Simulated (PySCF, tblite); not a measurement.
# C7H11 radical: geometry, infrared bands and EPR parameters

Wanted: the infrared bands and EPR parameters of C7H11 radical (`C=[C]C(C)(C)C=C`), by calculation.

Programs: tblite 0.8.0 and PySCF 2.14.0, with density-fitted response routines of our own. Each step states its level of theory. These are calculated values for one molecule in the gas phase, unless marked as measured. Atoms are numbered from 0 throughout.

**1. The starting structure**

18 atoms, charge 0, multiplicity 2; geometry from: force field or distance geometry start.

Bonds of the start (Å): C0–C1 1.33, C1–C2 1.50, C2–C3 1.55, C2–C4 1.50, C2–C5 1.44, C5–C6 1.33, C0–H7 1.09, C0–H8 1.10, C3–H9 1.12, C3–H10 1.08, C3–H11 1.12, C4–H12 1.12, C4–H13 1.09, C4–H14 1.09, C5–H15 1.11, C6–H16 1.09, C6–H17 1.10.

**2. Optimising the geometry with GFN2-xTB**

What the job is given:

```
{"job": {"kind": "relax", "xc": "GFN2-xTB", "basis": "xTB"}, "charge": 0, "multiplicity": 2}
C      1.316300    -0.362200    -1.752300
C      0.062300     0.033300    -1.533600
C     -0.410100     0.157400    -0.118800
C     -1.515800     1.236600    -0.114300
C     -1.058900    -1.143600     0.263800
C      0.691500     0.609200     0.694500
C      1.507400    -0.171200     1.400300
H      2.026800    -0.591500    -0.965000
H      1.639300    -0.449700    -2.799300
H     -2.487300     0.693800     0.012200
H     -1.451000     1.866500    -0.994400
H     -1.271500     1.863300     0.779400
H     -1.581800    -1.515300    -0.648500
H     -1.804500    -1.083000     1.056500
H     -0.300500    -1.877000     0.521200
H      0.899100     1.695100     0.759400
H      1.412400    -1.252900     1.442300
H      2.317500     0.297400     1.985100
```

The run is started by

```sh
OMP_NUM_THREADS=1 python probes_run.py task.json out
```

The driver reads the jobs from task.json and runs them one after another.

**Question.** This job is followed by: GFN2-xTB harmonic vibrations, gas phase; UKS B3LYP, pcH-1 on C H, non-relativistic, mean-field spin-orbit, GIAO. Predict these results of the whole session: strongest single infrared mode (GFN2-xTB); zero-point energy (GFN2-xTB); g(iso) (B3LYP); ⟨S²⟩; largest a(iso) (averaged by class); potential on the surface of density 0.002 e/bohr³, 1st and 99th percentile.

**Answer**, as computed:

| quantity | value |
| --- | --- |
| strongest single infrared mode (GFN2-xTB) | 3034 cm⁻¹, 59 km/mol |
| zero-point energy (GFN2-xTB) | 95.3 kcal/mol |
| g(iso) (B3LYP) | 2.00217 |
| ⟨S²⟩ | 0.759 (exact 0.75) |
| largest a(iso) (averaged by class) | 13C on C1, 244.3 MHz |
| potential on the surface of density 0.002 e/bohr³, 1st and 99th percentile | -0.72 V and 0.73 V |

**Reading.** Over 112 steps the energy fell by 0.869 eV; of the close pairs, C2–C5 changed most, 1.442 to 1.512 Å. All 48 modes are real, so the xTB geometry is a minimum. Unscaled tight-binding wavenumbers are off by several per cent, some by more. Its intensities can rank the bands wrongly. Most of the unpaired spin sits on C1 (0.96 e). The isotropic g lies 0.1 ppt below the free-electron value.
